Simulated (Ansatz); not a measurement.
# Si2F6 (hexafluorodisilane) at HF/def2-SVP

Aim: the vertical ionisation energy of Si2F6 (hexafluorodisilane) at HF/def2-SVP, from 2 runs. 

The results are computed with Ansatz 0.2.0.

19 further runs of the same task are left out: 19 set aside as unsound or not needed. Runs told in other sessions of the task aren't counted.

## 1. Starting point

The species is Si2F6 (8 atoms), meant as a singlet with charge 0. As SMILES, `F[Si](F)(F)[Si](F)(F)F`. The coordinates come from a PBE0-D4/def2-TZVP relaxation.

Bond lengths: F1–Si2 1.574 Å, Si2–F3 1.574 Å, Si2–F4 1.574 Å, Si2–Si5 2.330 Å, Si5–F6 1.574 Å, Si5–F7 1.574 Å, Si5–F8 1.574 Å. Some angles: F1–Si2–F3 108.3°, F1–Si2–F4 108.3°, F1–Si2–Si5 110.6°, F3–Si2–F4 108.3°, F3–Si2–Si5 110.6°, F4–Si2–Si5 110.6°, Si2–Si5–F6 110.6°, Si2–Si5–F7 110.6°, Si2–Si5–F8 110.6°, F6–Si5–F7 108.3°.

## 2. The energy at HF/def2-SVP

Input file in.yaml:

```yaml
crystal:
  periodic: [false, false, false]
  atoms:
    - {symbol: F, position_ang: [0.360870, -1.835490, 1.275760]}
    - {symbol: Si, position_ang: [0.788530, -0.848100, 0.126890]}
    - {symbol: F, position_ang: [0.934470, -1.673030, -1.205730]}
    - {symbol: F, position_ang: [2.195680, -0.244350, 0.491690]}
    - {symbol: Si, position_ang: [-0.788750, 0.847840, -0.127190]}
    - {symbol: F, position_ang: [-0.943620, 1.663720, 1.209990]}
    - {symbol: F, position_ang: [-0.353860, 1.843300, -1.266340]}
    - {symbol: F, position_ang: [-2.193320, 0.246130, -0.505090]}
basis:
  gaussian: {orbitals: def2-SVP}
output: {orbitals: {seedname: orbitals}}
accuracy: high
hamiltonian: {xc: hf}
```

Started as:

```sh
$ ansatz run in.yaml --threads 1 --pin off --max-ram 3480MiB --events-out events.jsonl --progress --plain --runs-dir runs
```

Output:

```text
Warning: RAYON_NUM_THREADS=1 ignored (pool sized by the plan → 1); use --threads N
Functional definition: HF
  name "HF"
  exchange = exact_x
  correlation = 0
2388 factors; integrals over basis functions are off by at most 3.3e-9 eV
mean field evaluation 1: about -31946.3495 eV, gradient 5.5e1 eV
mean field evaluation 2: about -31946.4663 eV, gradient 5.5e1 eV
mean field evaluation 4: about -31951.7747 eV, gradient 2.5e0 eV
mean field evaluation 8: about -31951.8097 eV, gradient 7.5e-2 eV
mean field evaluation 16: about -31951.8097 eV, gradient 1.3e-8 eV
mean field -31951.80973819 eV, -1174.2073501638 hartree, gradient 1.3e-8 eV, S^2 0.000000; 0 other end points of the search recorded, 0 dependent functions left out
reference -31951.80973819 eV, -1174.2073501638 hartree; 41, 41 occupied and 79, 79 virtual orbitals, 2388 factors
Total energy: -31951.80973819 eV, -1174.2073501638 hartree
```

Run time: 3.3 s. Hardware: 1 thread of Intel Xeon 6975P-C (Granite Rapids), shared host; peak memory 0.45 GiB.

## 3. The doublet cation at the same level

Input file job.yaml:

```yaml
crystal:
  periodic: [false, false, false]
  atoms:
    - {symbol: F, position_ang: [0.360870, -1.835490, 1.275760]}
    - {symbol: Si, position_ang: [0.788530, -0.848100, 0.126890]}
    - {symbol: F, position_ang: [0.934470, -1.673030, -1.205730]}
    - {symbol: F, position_ang: [2.195680, -0.244350, 0.491690]}
    - {symbol: Si, position_ang: [-0.788750, 0.847840, -0.127190]}
    - {symbol: F, position_ang: [-0.943620, 1.663720, 1.209990]}
    - {symbol: F, position_ang: [-0.353860, 1.843300, -1.266340]}
    - {symbol: F, position_ang: [-2.193320, 0.246130, -0.505090]}
basis:
  gaussian:
    orbitals: def2-SVP
total_charge: 1
magnetization:
  spin_polarized: true
  initial_magnetization: 1
hamiltonian:
  xc: hf
accuracy: high
output: {orbitals: {seedname: orbitals}}
```

Started as:

```sh
$ ansatz run job.yaml --threads 1 --pin off --max-ram 3480MiB --events-out events.jsonl --progress --plain --runs-dir runs
```

Output:

```text
Warning: RAYON_NUM_THREADS=1 ignored (pool sized by the plan → 1); use --threads N
[... 4 set-up lines as earlier in the session ...]
2386 factors; integrals over basis functions are off by at most 3.3e-9 eV
mean field evaluation 1: about -31929.1578 eV, gradient 5.1e1 eV
mean field evaluation 2: about -31929.2641 eV, gradient 5.1e1 eV
mean field evaluation 4: about -31938.5598 eV, gradient 2.7e0 eV
mean field evaluation 8: about -31938.6672 eV, gradient 2.5e-1 eV
mean field evaluation 16: about -31938.6688 eV, gradient 1.7e-6 eV
mean field -31938.66881775 eV, -1173.7244302452 hartree, gradient 4.9e-8 eV, S^2 0.757858; 0 other end points of the search recorded, 0 dependent functions left out
reference -31938.66881775 eV, -1173.7244302452 hartree; 41, 40 occupied and 79, 80 virtual orbitals, 2386 factors
Total energy: -31938.66881775 eV, -1173.7244302452 hartree
```

Wall time 5.7 s (1 thread of Intel Xeon 6975P-C (Granite Rapids), shared host); peak memory 0.62 GiB.

## 4. Summary of results

Level: HF/def2-SVP.

| quantity | value |
| --- | --- |
| singlet Si2F6: total energy | -1174.20735 Eh |
| singlet Si2F6: HOMO energy | -14.20 eV |
| singlet Si2F6: LUMO energy | 2.89 eV |
| singlet Si2F6: HOMO–LUMO gap | 17.09 eV |
| doublet cation: total energy | -1173.72443 Eh |
| doublet cation: HOMO energy (highest over α and β) | -23.52 eV |
| doublet cation: LUMO energy (lowest over α and β) | -12.08 eV |
| doublet cation: ⟨S²⟩ | 0.758 |
| vertical ionisation energy (to the doublet cation) | 13.141 eV |

**Reading.** The vertical ionisation energy comes to 13.14 eV (1268 kJ/mol). −ε(HOMO) before ionisation, 14.20 eV, is 1.06 eV above this ionisation energy.
